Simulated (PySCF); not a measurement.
# C8H11FO3: the cost of one run

Computed with PySCF 2.14.0, with density-fitted response routines of our own, on a single molecule, in the gas phase or a continuum. Atoms are numbered from 0 throughout.

## Step 1: Starting geometry

23 atoms, charge 0, multiplicity 1; geometry from: GFN2-xTB. The atoms were then displaced at random by about 0.01 Å, so the start is not that level's minimum.

Bonds of the start (Å): C0–C1 1.52, C1–O2 1.43, O2–C3 1.33, C3–O4 1.20, C1–C5 1.54, C5–C6 1.53, C6–F7 1.35, C6–C8 1.53, C8–C9 1.55, C9–C10 1.54, C10–O11 1.41, C10–C1 1.56, O11–C6 1.41, C0–H12 1.04, C0–H13 1.13, C0–H14 1.09, C3–H15 1.08, C5–H16 1.08, C5–H17 1.09, C8–H18 1.09, C8–H19 1.07, C9–H20 1.11, C9–H21 1.11, C10–H22 1.12.

## Step 2: Optimising the geometry at PBE0-D3(BJ)/def2-SVP

Job settings and geometry (Å):

```
{"job": {"xc": "PBE0", "basis": "def2-SVP", "d3": "d3bj", "grid": 1, "shake": 0.01, "kind": "geom"}, "charge": 0, "multiplicity": 1}
C      1.549380     1.612340    -0.090000
C      0.716850     0.350800     0.070530
O      1.507550    -0.790780    -0.267340
C      1.926160    -0.976310    -1.516180
O      1.608870    -0.325390    -2.478700
C      0.182910     0.179570     1.504780
C     -1.319840     0.254450     1.252120
F     -2.019730     0.698890     2.315230
C     -1.835910    -1.066910     0.683190
C     -1.294520    -0.953180    -0.759800
C     -0.627690     0.433710    -0.710330
O     -1.429160     1.164740     0.185820
H      2.365550     1.632150     0.555990
H      0.881540     2.489590     0.161530
H      1.861470     1.726460    -1.123060
H      2.519040    -1.873420    -1.543810
H      0.496390    -0.764710     1.932950
H      0.488290     0.993010     2.167160
H     -2.924290    -1.098300     0.694850
H     -1.472570    -1.923920     1.211950
H     -2.110760    -0.941250    -1.513930
H     -0.585560    -1.762920    -1.036820
H     -0.536320     0.964930    -1.693310
```

Command:

```
> OMP_NUM_THREADS=1 python probes_run.py task.json out
```

One launch serves the whole session: the jobs run in the order shown.

Q: Estimate the wall time and peak memory of this first job on 1 thread of AMD EPYC 9R45, shared host.

About 3.1 min, with a peak of 0.96 GiB.
